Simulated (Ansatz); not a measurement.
# Sr2InPd2: a short molecular-dynamics run

What does Sr2InPd2 do over 60 steps of 1.5 fs under a Langevin thermostat and barostat at 300 K and 0 GPa? The cell is a randomly packed cell of 10 atoms, taken as it stands, without a relaxation.

Program: Ansatz 0.2.0. Level of theory: DFT PBE, plane waves, PAW, scalar-relativistic, no spin polarisation. These are calculated values, not measurements.

## (1) The structure to begin with

The cell holds 10 atoms (In2Pd4Sr4): a = 7.105 Å, b = 6.768 Å, c = 5.937 Å, α = 84.19°, β = 86.85°, γ = 81.38°.

Structure file:

```
CELL_PARAMETERS angstrom
7.10302 0.11011 -0.13953
0.91025 6.70666 -0.03363
0.43348 0.57704 5.89318
ATOMIC_POSITIONS crystal
Sr 0.96915 0.20195 0.29817
Sr 0.87335 0.36922 0.78903
Sr 0.43449 0.02344 0.27533
Sr 0.09372 0.77407 0.62826
Pd 0.80161 0.94350 0.98471
Pd 0.73166 0.65794 0.39178
Pd 0.55568 0.66324 0.99035
Pd 0.07468 0.63444 0.14809
In 0.45554 0.46062 0.64068
In 0.30949 0.10487 0.77341
```

## (2) Dynamics

Contents of input.yaml:

```yaml
crystal:
  lattice:
    - [7.103022, 0.110111, -0.139525]
    - [0.910253, 6.706664, -0.03363]
    - [0.433482, 0.577042, 5.893184]
  atoms:
    - { symbol: Sr, position: [0.969154, 0.201949, 0.298173] }
    - { symbol: Sr, position: [0.873346, 0.369219, 0.789031] }
    - { symbol: Sr, position: [0.434488, 0.023439, 0.275326] }
    - { symbol: Sr, position: [0.093715, 0.774071, 0.628263] }
    - { symbol: Pd, position: [0.801611, 0.943499, 0.984706] }
    - { symbol: Pd, position: [0.731655, 0.657942, 0.391778] }
    - { symbol: Pd, position: [0.555683, 0.66324, 0.990352] }
    - { symbol: Pd, position: [0.074676, 0.63444, 0.148093] }
    - { symbol: In, position: [0.455543, 0.460618, 0.640681] }
    - { symbol: In, position: [0.30949, 0.104875, 0.773412] }
kpoints:
  mp_grid: { grid: [2, 2, 3] }
magnetization:
  spin_polarized: false
scf:
  occupations: { method: cold, width: 0.15 }
hamiltonian:
  pseudopotentials: { kind: paw }
  xc: pbe
basis:
  ecutwfc: 420
md:
  timestep: 1.5
  n_steps: 60
  ensemble: npt_langevin
  temperature: 300.0
  initial_velocities: maxwell_boltzmann
  seed: 668388
  pressure: 0.0
```

The run is started by

```bash
$ ansatz run input.yaml --threads 2 --pin off --max-ram 2560MiB --backend cpu --events-out ev --progress --plain --runs-dir out
```

The program printed (excerpt; [...] marks lines left out):

```text
Warning: md: disabling space-group detection — thermal motion breaks the input geometry's symmetry, so no spatial operation reduces the k-mesh or symmetrises the density; time reversal is kept, so that k and −k are solved as one point where they differ and the mesh holds both, and exact [...]
Warning: RAYON_NUM_THREADS=2 ignored (pool sized by the plan → 2); use --threads N
[...]
Pseudopotentials: kind: paw
Pseudopotential: Sr, paw, valence charge 10, recommended cutoff 420 eV (normal), Sr.paw.azcp
Pseudopotential: Pd, paw, valence charge 18, recommended cutoff 420 eV (normal), Pd.paw.azcp
Pseudopotential: In, paw, valence charge 13, recommended cutoff 420 eV (normal), In.paw.azcp
Functional definition: PBE
[...]
Crystal: 10 atoms, lattice volume = 280.615 Å³
Basis set: ecut = 420 eV (smoothed over ±3.0 %; plane waves to 437.0 eV, density to 1747.9 eV), 5825 PW (Γ), exchange–correlation on 100×96×90 points (8 copies of the dense FFT grid, shifted against one another)
Bands: 83, of which v1, the nominal top of the filled ones, is band 69 counted from 1 (68 counted from 0)
Symmetry: 1 space group operations
k-points: 8 of 12 (time reversal used)
[...]
SCF iter   1: F=—  HF=-53264.143640 eV  |F-HF|=—  |Δ(HF+E_count)|=         —  Δρ=3.66e-3  dr2=1.21e-1  ethr=1.77e-3  ⟨swp⟩=9.1  Hψ=3135  notcnv=0
[...]
md step     0: t =     0.00 fs  T =   270.0 K  F+E_penalty+E_count = -53264.13280786 eV  E_kin = 0.349002 eV  conserved = -53263.92953316 eV  P_inst = 1.6037 GPa  V = 280.6149 Å³  selection 1  (9 SCF iters)
[...]
md step     4: t =     6.00 fs  T =   321.8 K  F+E_penalty+E_count = -53264.15197808 eV  E_kin = 0.415905 eV  conserved = -53263.92954212 eV  P_inst = 1.5761 GPa  V = 281.5440 Å³  selection 1  (7 SCF iters)
[...]
md step     8: t =    12.00 fs  T =   312.2 K  F+E_penalty+E_count = -53264.19335552 eV  E_kin = 0.403613 eV  conserved = -53263.92955854 eV  P_inst = 1.3917 GPa  V = 283.4642 Å³  selection 1  (4 SCF iters)
[...]
md step    12: t =    18.00 fs  T =   408.9 K  F+E_penalty+E_count = -53264.25486503 eV  E_kin = 0.528522 eV  conserved = -53263.92962552 eV  P_inst = 1.1392 GPa  V = 286.1598 Å³  selection 1  (5 SCF iters)
[...]
md step    14: t =    21.00 fs  T =   413.1 K  F+E_penalty+E_count = -53264.29252507 eV  E_kin = 0.533923 eV  conserved = -53263.92962314 eV  P_inst = 0.9184 GPa  V = 288.0217 Å³  selection 1  (5 SCF iters)
md step    15: t =    22.50 fs  T =   476.7 K  F+E_penalty+E_count = -53264.31116737 eV  E_kin = 0.616133 eV  conserved = -53263.92966866 eV  P_inst = 0.8390 GPa  V = 288.9674 Å³  selection 1  (5 SCF iters)
```

## (3) More of the same log

The log, continued (excerpt; [...] marks lines left out):

```text
md step    16: t =    24.00 fs  T =   534.5 K  F+E_penalty+E_count = -53264.33050984 eV  E_kin = 0.690844 eV  conserved = -53263.92968365 eV  P_inst = 0.7468 GPa  V = 290.0146 Å³  selection 1  (5 SCF iters)
[...]
md step    27: t =    40.50 fs  T =   475.0 K  F+E_penalty+E_count = -53264.49438752 eV  E_kin = 0.613929 eV  conserved = -53263.92967097 eV  P_inst = -0.3206 GPa  V = 300.5609 Å³  selection 1  (5 SCF iters)
[...]
md step    38: t =    57.00 fs  T =   521.5 K  F+E_penalty+E_count = -53264.58252134 eV  E_kin = 0.674030 eV  conserved = -53263.92961210 eV  P_inst = -0.7051 GPa  V = 306.0902 Å³  selection 1  (5 SCF iters)
[...]
md step    49: t =    73.50 fs  T =   392.7 K  F+E_penalty+E_count = -53264.65164885 eV  E_kin = 0.507605 eV  conserved = -53263.92961952 eV  P_inst = -0.3134 GPa  V = 303.2484 Å³  selection 1  (5 SCF iters)
[...]
  atom   4  Sr     0.06038270     0.30573982    -0.45419131
  atom   5  Pd     0.00152975     0.06255496     0.10996082
  atom   6  Pd     0.57477631    -0.23274644    -0.37943862
  atom   7  Pd    -0.24956228     0.40976965     0.29637985
  atom   8  Pd     0.14193944    -0.16510220     0.26125723
[...]
--- Stress (GPa, compression-positive) ---
       -0.203252      -1.015681      -0.019677
       -1.015681      -0.969012      -0.480749
       -0.019677      -0.480749       2.953350
  P = ⅓ Tr σ = 0.5937 GPa (5.937 kbar)
--- MD trajectory: 60 steps, t = 0.0 → 90.0 fs ---
  final state: T = 372.5 K   F+E_penalty+E_count = -53264.66574933 eV   E_kin = 0.481449 eV
  conserved energy: peak-to-peak 1.820e-4 eV (1.820e-5 eV/atom) over 90.0 fs
  cell: V = 295.6161 Å³ at the end; means of 61 rows, the approach among them: V = 296.3431 Å³, P_inst = 0.2280 GPa
  mean static stress (GPa): xx -0.1694  yy -1.1260  zz 1.3920  yz -0.7785  xz 0.1273  xy -0.7447
  the result is of one more SCF, on plane waves selected at the last cell: its energy does not rank with the rows'
```

It took 12 min on 2 threads of Arm Neoverse N1, shared host; peak memory 0.94 GiB.

## (4) Frames and traces

The trajectory, every 3 steps (energies from step 0); msd is the mean square displacement from the start, the centre of mass held:

| time (fs) | T (K) | potential energy change (meV/atom) | conserved energy change (meV/atom) | volume (Å³/atom) | pressure (GPa) | msd Sr (Å²) | msd In (Å²) | msd Pd (Å²) |
| --- | --- | --- | --- | --- | --- | --- | --- | --- |
| 0.0 | 270 | 0.0 | 0.00 | 28.06 | 1.6 | 0.000 | 0.000 | 0.000 |
| 4.5 | 295 | -1.3 | 0.00 | 28.12 | 1.6 | 0.000 | 0.000 | 0.000 |
| 9.0 | 317 | -3.9 | 0.00 | 28.25 | 1.5 | 0.001 | 0.001 | 0.000 |
| 13.5 | 301 | -7.4 | 0.00 | 28.40 | 1.3 | 0.002 | 0.002 | 0.001 |
| 18.0 | 409 | -12.2 | -0.01 | 28.62 | 1.1 | 0.003 | 0.004 | 0.001 |
| 22.5 | 477 | -17.8 | -0.01 | 28.90 | 0.8 | 0.005 | 0.006 | 0.002 |
| 27.0 | 582 | -23.5 | -0.02 | 29.23 | 0.5 | 0.008 | 0.008 | 0.003 |
| 31.5 | 494 | -28.8 | -0.02 | 29.55 | 0.1 | 0.012 | 0.011 | 0.004 |
| 36.0 | 522 | -33.0 | -0.01 | 29.81 | -0.1 | 0.016 | 0.015 | 0.006 |
| 40.5 | 475 | -36.2 | -0.01 | 30.06 | -0.3 | 0.020 | 0.019 | 0.007 |
| 45.0 | 470 | -38.7 | -0.01 | 30.24 | -0.5 | 0.025 | 0.023 | 0.009 |
| 49.5 | 511 | -41.3 | -0.01 | 30.39 | -0.6 | 0.030 | 0.027 | 0.011 |
| 54.0 | 532 | -43.6 | -0.01 | 30.54 | -0.7 | 0.035 | 0.030 | 0.013 |
| 58.5 | 515 | -45.7 | -0.01 | 30.62 | -0.7 | 0.041 | 0.035 | 0.016 |
| 63.0 | 485 | -48.1 | -0.01 | 30.57 | -0.6 | 0.047 | 0.040 | 0.019 |
| 67.5 | 431 | -50.1 | -0.01 | 30.49 | -0.5 | 0.053 | 0.045 | 0.022 |
| 72.0 | 404 | -51.4 | -0.01 | 30.38 | -0.4 | 0.059 | 0.050 | 0.024 |
| 76.5 | 347 | -52.6 | -0.01 | 30.20 | -0.2 | 0.065 | 0.055 | 0.028 |
| 81.0 | 319 | -53.2 | -0.01 | 30.00 | 0.1 | 0.070 | 0.060 | 0.031 |
| 85.5 | 321 | -53.5 | -0.01 | 29.78 | 0.4 | 0.075 | 0.064 | 0.034 |
| 90.0 | 372 | -53.3 | -0.01 | 29.56 | 0.8 | 0.080 | 0.068 | 0.038 |

time (fs), T (K) and a bar:
```
      0.0        270 
      4.5        295 ##
      7.5        302 ###
     12.0        312 ####
     15.0        332 ######
     19.5        414 ##############
     24.0        534 #########################
     27.0        582 ##############################
     31.5        494 ######################
     34.5        515 ########################
     39.0        487 #####################
     43.5        455 ##################
     46.5        467 ###################
     51.0        494 #####################
     55.5        500 ######################
     58.5        515 #######################
     63.0        485 #####################
     66.0        477 ####################
     70.5        383 ###########
     75.0        361 #########
     78.0        323 #####
     82.5        322 #####
     85.5        321 #####
     90.0        372 ##########
```

Pair distribution over the second half of the run:

| r (Å) | g Sr–Pd | g Pd–Pd |
| --- | --- | --- |
| 0.68 | 0.00 | 0.00 |
| 0.84 | 0.00 | 0.00 |
| 1.00 | 0.00 | 0.00 |
| 1.16 | 0.00 | 0.00 |
| 1.32 | 0.00 | 0.00 |
| 1.48 | 0.00 | 0.00 |
| 1.64 | 0.00 | 0.00 |
| 1.80 | 0.00 | 0.00 |
| 1.96 | 0.00 | 0.00 |
| 2.12 | 0.00 | 0.00 |
| 2.28 | 0.00 | 0.00 |
| 2.44 | 0.00 | 0.00 |
| 2.60 | 0.00 | 0.00 |
| 2.76 | 0.85 | 7.34 |
| 2.92 | 2.36 | 5.22 |

## (5) Snapshots as a file

Extended XYZ, with forces in eV/Å:

```xyz
10
Lattice="7.127 0.110 -0.140 0.913 6.729 -0.034 0.435 0.579 5.913" Properties=species:S:1:pos:R:3:forces:R:3 pbc="T T T" time_fs=12.0 T=312 dE=-0.0605
Sr    7.250    1.638    1.623   -0.680    0.412   -0.397
Sr    6.908    3.070    4.559   -0.011    0.426    0.666
Sr    3.242    0.326    1.549    1.510   -0.152   -0.370
Sr    1.631    5.596    3.679   -0.809   -0.280    0.599
Pd    6.992    6.978    5.668    0.046   -0.105    0.078
Pd    5.975    4.706    2.186    0.103   -0.364   -0.025
Pd    4.997    5.091    5.756   -0.479    0.012   -0.460
Pd    1.169    4.372    0.842    0.286   -0.005   -0.049
In    3.942    3.551    3.732    0.246    0.219   -0.511
In    2.673    1.197    4.507   -0.212   -0.163    0.471
10
Lattice="7.173 0.111 -0.141 0.919 6.773 -0.034 0.438 0.583 5.951" Properties=species:S:1:pos:R:3:forces:R:3 pbc="T T T" time_fs=22.5 T=477 dE=-0.1784
Sr    7.315    1.649    1.630   -0.612    0.413   -0.298
Sr    6.964    3.120    4.620   -0.088    0.302    0.535
Sr    3.282    0.286    1.541    1.376   -0.141   -0.248
Sr    1.614    5.632    3.709   -0.699   -0.131    0.558
Pd    7.026    7.009    5.701    0.093   -0.090    0.103
Pd    6.013    4.701    2.194    0.147   -0.382   -0.070
Pd    5.023    5.118    5.788   -0.417    0.057   -0.383
Pd    1.179    4.408    0.849    0.202    0.014   -0.045
In    3.969    3.610    3.774    0.234    0.105   -0.508
In    2.721    1.204    4.525   -0.236   -0.148    0.356
10
Lattice="7.234 0.112 -0.142 0.927 6.830 -0.034 0.441 0.588 6.002" Properties=species:S:1:pos:R:3:forces:R:3 pbc="T T T" time_fs=33.0 T=504 dE=-0.3028
Sr    7.391    1.679    1.642   -0.482    0.374   -0.190
Sr    7.038    3.189    4.694   -0.172    0.181    0.408
Sr    3.348    0.246    1.530    1.142   -0.085   -0.049
Sr    1.599    5.685    3.749   -0.572    0.026    0.491
Pd    7.071    7.058    5.755    0.174   -0.116    0.112
Pd    6.076    4.711    2.199    0.185   -0.414   -0.121
Pd    5.052    5.155    5.830   -0.325    0.122   -0.262
Pd    1.204    4.454    0.860    0.087    0.046   -0.058
In    4.014    3.690    3.817    0.179   -0.058   -0.520
In    2.780    1.210    4.560   -0.217   -0.075    0.190
10
Lattice="7.282 0.113 -0.143 0.933 6.876 -0.034 0.444 0.592 6.042" Properties=species:S:1:pos:R:3:forces:R:3 pbc="T T T" time_fs=45.0 T=470 dE=-0.3872
Sr    7.443    1.708    1.640   -0.300    0.289   -0.045
Sr    7.099    3.245    4.753   -0.246    0.091    0.268
Sr    3.432    0.211    1.503    0.818    0.043    0.246
Sr    1.585    5.726    3.795   -0.438    0.193    0.365
Pd    7.109    7.088    5.796    0.241   -0.131    0.086
Pd    6.116    4.712    2.202    0.289   -0.444   -0.152
Pd    5.065    5.181    5.872   -0.259    0.152   -0.164
Pd    1.232    4.499    0.871   -0.010    0.043   -0.051
In    4.055    3.766    3.849    0.108   -0.217   -0.556
In    2.841    1.207    4.590   -0.202   -0.017    0.004
10
Lattice="7.312 0.113 -0.144 0.937 6.904 -0.035 0.446 0.594 6.066" Properties=species:S:1:pos:R:3:forces:R:3 pbc="T T T" time_fs=57.0 T=521 dE=-0.4497
Sr    7.472    1.743    1.637   -0.119    0.186    0.086
Sr    7.136    3.285    4.796   -0.319    0.030    0.156
Sr    3.513    0.194    1.480    0.542    0.139    0.496
Sr    1.563    5.761    3.846   -0.290    0.319    0.178
Pd    7.147    7.105    5.818    0.251   -0.117    0.080
Pd    6.151    4.691    2.199    0.361   -0.430   -0.193
Pd    5.069    5.204    5.902   -0.246    0.144   -0.122
Pd    1.266    4.543    0.862   -0.062    0.010    0.002
In    4.078    3.824    3.856    0.081   -0.286   -0.566
In    2.895    1.205    4.612   -0.199    0.006   -0.117
10
Lattice="7.302 0.113 -0.143 0.936 6.895 -0.035 0.446 0.593 6.058" Properties=species:S:1:pos:R:3:forces:R:3 pbc="T T T" time_fs=67.5 T=431 dE=-0.5009
Sr    7.464    1.764    1.623    0.020    0.097    0.220
Sr    7.128    3.290    4.811   -0.351   -0.015    0.030
Sr    3.556    0.184    1.470    0.366    0.202    0.641
Sr    1.528    5.775    3.888   -0.149    0.357   -0.028
Pd    7.150    7.089    5.807    0.182   -0.060    0.102
Pd    6.150    4.654    2.190    0.423   -0.394   -0.242
Pd    5.050    5.190    5.892   -0.247    0.190   -0.029
Pd    1.288    4.559    0.845   -0.038   -0.039    0.081
In    4.075    3.856    3.836   -0.015   -0.367   -0.623
In    2.932    1.197    4.607   -0.192    0.029   -0.152
10
Lattice="7.274 0.113 -0.143 0.932 6.868 -0.034 0.444 0.591 6.035" Properties=species:S:1:pos:R:3:forces:R:3 pbc="T T T" time_fs=78.0 T=323 dE=-0.5278
Sr    7.438    1.768    1.610    0.136    0.025    0.350
Sr    7.104    3.284    4.816   -0.363   -0.059   -0.093
Sr    3.583    0.185    1.459    0.235    0.249    0.757
Sr    1.496    5.770    3.912   -0.006    0.356   -0.234
Pd    7.140    7.059    5.787    0.086    0.015    0.126
Pd    6.130    4.604    2.176    0.499   -0.330   -0.312
Pd    5.020    5.164    5.857   -0.249    0.277    0.109
Pd    1.305    4.562    0.834    0.028   -0.099    0.165
In    4.068    3.872    3.803   -0.173   -0.474   -0.700
In    2.956    1.187    4.588   -0.194    0.041   -0.170
10
Lattice="7.227 0.112 -0.142 0.926 6.824 -0.034 0.441 0.587 5.996" Properties=species:S:1:pos:R:3:forces:R:3 pbc="T T T" time_fs=90.0 T=372 dE=-0.5329
Sr    7.399    1.777    1.595    0.287   -0.073    0.506
Sr    7.043    3.261    4.813   -0.350   -0.050   -0.243
Sr    3.605    0.197    1.445    0.083    0.321    0.891
Sr    1.472    5.754    3.923    0.060    0.306   -0.454
Pd    7.112    7.026    5.760    0.002    0.063    0.110
Pd    6.086    4.534    2.151    0.575   -0.233   -0.379
Pd    4.963    5.134    5.803   -0.250    0.410    0.296
Pd    1.312    4.552    0.824    0.142   -0.165    0.261
In    4.039    3.872    3.764   -0.357   -0.628   -0.834
In    2.968    1.174    4.552   -0.192    0.050   -0.153
```

## (6) What came out

| quantity | value |
| --- | --- |
| length | 60 steps of 1.5 fs |
| temperature, first and last step | 270 and 372 K |
| temperature, second half | mean 424 K, from 319 to 532 K |
| potential energy, second half | -48 meV/atom from the start |
| largest change of the conserved energy | 0.02 meV/atom |
| volume, first and last step | 28.06 and 29.56 Å³/atom |
| mean square displacement, second half | Sr 0.053, In 0.045, Pd 0.022 Å² |

Against a set 300 K the second half averages 424 K, going from 470 to 372 K over that half. The conserved energy strays from its start by at most 0.02 meV/atom, under 0.1 % of the mean kinetic energy, so a step of 1.5 fs is short enough over this time. Over the second half Sr atoms stand 0.2 Å (root mean square) from where they began, and the farthest move is 0.4 Å. The volume changes by +5.3 % from first to last step, and is still moving at the end, so it is no equilibrium value. Averages from a run of 90 fs with 10 atoms are rough. The k-mesh is coarse.
